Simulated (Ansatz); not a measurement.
# CH4BFGe, SMILES F[B]1[CH2][GeH2]1: a rigid scan of one bond length

Computed with Ansatz 0.2.0 through its Python package.

Interactive session:
```pycon
>>> import warnings
>>> import ansatz as az
>>> import numpy as np
>>> BASIS_SET = "def2-SVP"
>>> XC = "b3lyp"
>>> GEOMETRY = """
... F    -1.30140    1.37350    1.64530
... B    -0.52380    0.66390    0.72060
... C     0.80650    0.42530   -0.02120
... Ge   -0.15300   -0.93960   -0.65080
... H     1.08310    1.19560   -0.77690
... H     1.65060    0.10950    0.67180
... H    -1.14640   -0.66050   -1.83680
... H    -0.32350   -2.22490    0.19220
... """
>>> warnings.simplefilter("ignore", az.DeckWarning)
>>> molecule = az.Crystal.molecule()
>>> for line in GEOMETRY.strip().splitlines():
...     symbol, *xyz = line.split()
...     molecule = molecule.atom(symbol, [float(v) for v in xyz])
...
>>> symbols = [site.symbol for site in molecule.cartesian_sites]
>>> start = np.array([site.position_ang for site in molecule.cartesian_sites])
>>> axis = (start[4] - start[2]) / np.linalg.norm(start[4] - start[2])
>>> moving = [4]
>>> lengths, energies = [0.98, 1.025, 1.069, 1.114, 1.159, 1.203, 1.248, 1.314], []
>>> for length in lengths:
...     xyz = start.copy()
...     xyz[moving] += (length - np.linalg.norm(start[4] - start[2])) * axis
...     point = az.Crystal.molecule()
...     for symbol, place in zip(symbols, xyz):
...         point = point.atom(symbol, place.tolist())
...     calc = point.calculation()
...     calc = calc.basis(gaussian=BASIS_SET)
...     calc = calc.functional(XC)
...     r = calc.run(threads=1).report
...     energies.append(r["free_energy_ev"])
...     print(f"r = {length:6.3f} A  E = {energies[-1]:.5f} eV  <S^2> = {abs(r['mean_field']['state']['spin_squared']):.3f}")
...
r =  0.980 A  E = -61002.32597 eV  <S^2> = 0.000
r =  1.025 A  E = -61002.52337 eV  <S^2> = 0.000
r =  1.069 A  E = -61002.61656 eV  <S^2> = 0.000
r =  1.114 A  E = -61002.63272 eV  <S^2> = 0.000
r =  1.159 A  E = -61002.58735 eV  <S^2> = 0.000
r =  1.203 A  E = -61002.49777 eV  <S^2> = 0.000
r =  1.248 A  E = -61002.37157 eV  <S^2> = 0.000
r =  1.314 A  E = -61002.14239 eV  <S^2> = 0.000
>>> # quartic fit about the minimum
>>> fit = np.polynomial.Polynomial.fit(lengths, np.array(energies) - min(energies), 4).convert()
>>> roots = [r.real for r in fit.deriv().roots() if abs(r.imag) < 1e-9 and fit.deriv(2)(r.real) > 0]
>>> r_e = min(roots, key=lambda r: abs(r - lengths[int(np.argmin(energies))]))
>>> print(f"minimum of the fit at {r_e:.4f} A, force constant {fit.deriv(2)(r_e):.2f} eV/A^2")
minimum of the fit at 1.1016 A, force constant 32.80 eV/A^2
```

Notes:
- These settings explore the input space; basis and method may be short of convergence.
- The rest of the molecule is held rigid at a force-field or estimated start geometry, and the basis set is modest; single-reference methods fail as a bond breaks.
- b3lyp holds the VWN-RPA fit, as in Gaussian; the form of ORCA and Turbomole is b3lyp5.
- The orbitals are restricted, so S² is zero by construction.
- Wall time of the script: 27 s on 1 thread of Arm Neoverse V1 (shared host), peak memory 0.25 GiB.
